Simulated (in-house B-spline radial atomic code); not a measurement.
# Hg⁶⁺: ionisation energy by several methods

The task here is to estimate one member of a computed series from the others.

The numbers are computed with in-house B-spline radial atomic code version 1 (non-relativistic, several functionals, spin-polarised, exact exchange averaged over the configuration; spherical all-electron atom at the radial basis limit), except any that are marked as measured or tabulated.

### Starting point

- element: mercury (Z = 80)
- charge: +6
- electrons: 74
- configuration: [Xe] 4f14 5d6
- nucleus: point

The outer shells:

[Xe] 4f14 5d6
```
[Xe] core
4f [↑↓][↑↓][↑↓][↑↓][↑↓][↑↓][↑↓]
5d [↑↓][↑ ][↑ ][↑ ][↑ ]
```

Where spins are not typed, each open shell is filled with up spins first.

Set-up of the first run:

Input settings:

```ini
Z = 80
electrons = 74.0
configuration = [Xe] 4f14 5d6
hamiltonian = nr
method = tpssh
spin_polarised = True
exact_exchange = averaged over the configuration
```

Run with:

```
$ python run_scf.py task.json out
```

task.json lists these runs, among others, and the program works through them in turn.

Steps of the session up to this table: TPSSh; CAM-B3LYP; ωB97X; M06-2X; r2SCAN0; B97-1.

One table of the session follows, with a row left open; its other results are not shown here.

```
   method  ΔSCF (eV)
    TPSSh     96.992
   M06-2X     98.271
  r2SCAN0          ?
    B97-1     97.299
CAM-B3LYP     97.276
    ωB97X     96.913
```

Q: Estimate the row for r2SCAN0 from the others.

As computed: ΔSCF (eV): 96.690. In the column «ΔSCF (eV)» it is the lowest.

Limits of these values: These runs leave out relativity, which matters at this nuclear charge.
